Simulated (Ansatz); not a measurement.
2 structures of MnZn: a ranking of polymorphs by energy, run with Ansatz 0.2.0, Python API.

`polymorphs_mnzn.py`:
```python
import warnings

import ansatz as az
import numpy as np
import spglib
from tabulate import tabulate

PHASES = {
    "Pm-3m": (
        [(3.07, 0.0, 0.0), (0.0, 3.07, 0.0), (0.0, 0.0, 3.07)],
        [
            ("Mn", (0.0, 0.0, 0.0)),
            ("Zn", (0.5, 0.5, 0.5)),
        ],
    ),
    "P-6m2": (
        [(2.64149185, 0.0, 0.0), (-1.32074592, 2.28759904, 0.0), (0.0, 0.0, 4.400949)],
        [
            ("Mn", (2 / 3, 1 / 3, 0.5)),
            ("Zn", (1 / 3, 2 / 3, 0.0)),
        ],
    ),
}
MOMENTS = {"Mn": 4.0}  # parallel starting moments in muB


def build(vectors, sites):
    crystal = az.Crystal(lattice=az.Lattice.of(vectors))
    for symbol, position in sites:
        crystal = crystal.atom(symbol, position)
    return crystal


def ground_state(name, crystal):
    calc = crystal.calculation()
    calc = calc.functional("pbesol")
    calc = calc.basis(35 * az.Ry, density_ratio=6)
    calc = calc.kpoints(spacing=0.39)
    calc = calc.occupations("gaussian", width=0.05)
    calc = calc.spin("collinear").stress()
    calc = calc.band_table()
    calc = calc.relax(force_tolerance=0.01, fix_cell=["shape"])
    return calc.run()


def space_group(outcome):
    sites = outcome.report["lattice"]["sites"]
    kinds = sorted({site["symbol"] for site in sites})
    cell = (outcome.lattice.cell_ang, [site["position_frac"] for site in sites], [kinds.index(site["symbol"]) for site in sites])
    return spglib.get_spacegroup(cell, symprec=0.01)


def volume_per_atom(outcome):
    return abs(np.linalg.det(outcome.lattice.cell_ang)) / len(outcome.lattice.sites)


def pressure_gpa(outcome):
    return float(np.trace(outcome.report["stress_gpa"]) / 3)

warnings.simplefilter("ignore", az.DeckWarning)

phases = {name: build(*cell) for name, cell in PHASES.items()}
for name in ["Pm-3m", "P-6m2"]:
    phases[name] = phases[name].moments({e: m for e, m in MOMENTS.items() if e in phases[name].species()})

done = {}
for name, crystal in phases.items():
    done[name] = ground_state(name, crystal)
    print(f"{name}: {done[name].report['energy_sigma0_ev']:.4f} eV, {len(done[name].lattice.sites)} atoms")

energy = {name: o.report["energy_sigma0_ev"] / len(o.lattice.sites) for name, o in done.items()}
lowest = min(energy.values())
rows = [(name, len(o.lattice.sites), 1000 * (energy[name] - lowest), space_group(o), volume_per_atom(o), pressure_gpa(o), abs(o.report["magnetization_mub"]) / len(o.lattice.sites)) for name, o in done.items()]
rows.sort(key=lambda row: row[2])
print(tabulate(rows, headers=["phase", "atoms", "dE (meV/atom)", "space group", "V (A^3/atom)", "P (GPa)", "M (muB/atom)"], floatfmt=".4f", tablefmt="rst"))
print("order:", " < ".join(row[0] for row in rows))
```

Which of these structures comes out lowest, and how far apart are they?

By space group at the end of each run: Pm-3m (+0 meV an atom, 12.7 Å³) and P-6m2 (+69 meV an atom, 12.3 Å³).

What the script printed:

Running `python polymorphs_mnzn.py` prints:
```text
Pm-3m: -7149.4336 eV, 2 atoms
P-6m2: -7149.2965 eV, 2 atoms
=======  =======  ===============  =============  ==============  =========  ==============
phase      atoms    dE (meV/atom)  space group      V (A^3/atom)    P (GPa)    M (muB/atom)
=======  =======  ===============  =============  ==============  =========  ==============
Pm-3m          2           0.0000  Pm-3m (221)           12.6777    -0.0206          1.3971
P-6m2          2          68.5873  P-6m2 (187)           12.3133    -0.0044          1.0703
=======  =======  ===============  =============  ==============  =========  ==============
order: Pm-3m < P-6m2
```

Notes:
- These settings explore the input space; cutoff and mesh may be short of convergence.
- The magnetic order follows from the starting moments and needn't be the lowest.
- Atoms and volume are relaxed with the cell's shape held, which in cells of lower than cubic symmetry can hide stresses and shift volumes.
- Pressure is positive in compression.
- The cells come from databases of deposited and of computed structures, and not all need be stable phases.
- The ranking holds among these structures alone, at zero temperature; the ground state may be another structure. Magnetic phases start from parallel moments and may not end in their lowest magnetic state. Differences under about 40 meV an atom lie within the error of mesh and functional.
- Timing: 41 s on 1 thread of Arm Neoverse V2, on a shared host, peak memory 0.44 GiB.

(Lines on the test bed's own set-up are left out of the output.)
